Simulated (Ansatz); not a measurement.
Working through a rigid scan of one bond length of ClH₆PSi₂, SMILES [SiH3]P[SiH2]Cl

With the Ansatz DFT code, driven from Python.

Notebook, run cell by cell (the value of a cell's last expression is shown):

**Cell 1**
```python
import ansatz as az
import numpy as np
```

**Cell 2**
```python
geometry_ang = [
    ("Si", [-1.6481, -0.052, 0.0859]),
    ("P", [-0.0174, 1.2014, -0.7014]),
    ("Si", [1.5832, 0.121, 0.3476]),
    ("Cl", [1.917, -1.6889, -0.5434]),
    ("H", [-1.3843, -1.4825, -0.1916]),
    ("H", [-1.769, 0.1748, 1.5461]),
    ("H", [-2.9098, 0.3475, -0.5824]),
    ("H", [0.1253, 0.5817, -1.9629]),
    ("H", [2.8422, 0.8945, 0.2236]),
    ("H", [1.2607, -0.0975, 1.7785]),
]
system = az.Crystal.molecule()
for symbol, xyz in geometry_ang:
    system = system.atom(symbol, xyz)
```

**Cell 3**
```python
symbols = [site.symbol for site in system.cartesian_sites]
start = np.array([site.position_ang for site in system.cartesian_sites])
axis = (start[9] - start[2]) / np.linalg.norm(start[9] - start[2])
moving = [9]
lengths, energies = [1.26, 1.36, 1.48, 1.63, 1.85, 2.22, 2.67, 3.26], []
for length in lengths:
    xyz = start.copy()
    xyz[moving] += (length - np.linalg.norm(start[9] - start[2])) * axis
    point = az.Crystal.molecule()
    for symbol, place in zip(symbols, xyz):
        point = point.atom(symbol, place.tolist())
    calc = point.calculation()
    calc = calc.basis(gaussian="6-31G*")
    calc = calc.functional("pbe", dispersion="d3bj").spin("collinear")
    rep = calc.run(threads=1, pin="off").report
    energies.append(rep["free_energy_ev"])
    print(f"r = {length:6.3f} A  E = {energies[-1]:.5f} eV  <S^2> = {abs(rep['mean_field']['state']['spin_squared']):.3f}")
```
Output:
```text
r =  1.260 A  E = -37645.36614 eV  <S^2> = 0.000
r =  1.360 A  E = -37645.87600 eV  <S^2> = 0.000
r =  1.480 A  E = -37646.07590 eV  <S^2> = 0.000
r =  1.630 A  E = -37645.95349 eV  <S^2> = 0.000
r =  1.850 A  E = -37645.43666 eV  <S^2> = 0.000
r =  2.220 A  E = -37644.33741 eV  <S^2> = 0.000
r =  2.670 A  E = -37643.15710 eV  <S^2> = 0.000
r =  3.260 A  E = -37642.44774 eV  <S^2> = 0.820
```

**Cell 4**
```python
print("energy above the lowest point (eV):", [round(e - min(energies), 3) for e in energies])
```
Output:
```text
energy above the lowest point (eV): [0.71, 0.2, 0.0, 0.122, 0.639, 1.738, 2.919, 3.628]
```

Caveats:
- Total energies depend on the basis set; only differences at equal settings carry meaning.
- The rest of the molecule is held rigid at a force-field or estimated start geometry, and the basis set is modest; single-reference methods fail as a bond breaks.
- The expectation value of S² is noticeably off S(S+1) in at least one run, so that state is spin-contaminated.
- Run time: 52 s on 1 thread of Arm Neoverse V2, with other jobs on the host, peak memory 0.28 GiB.
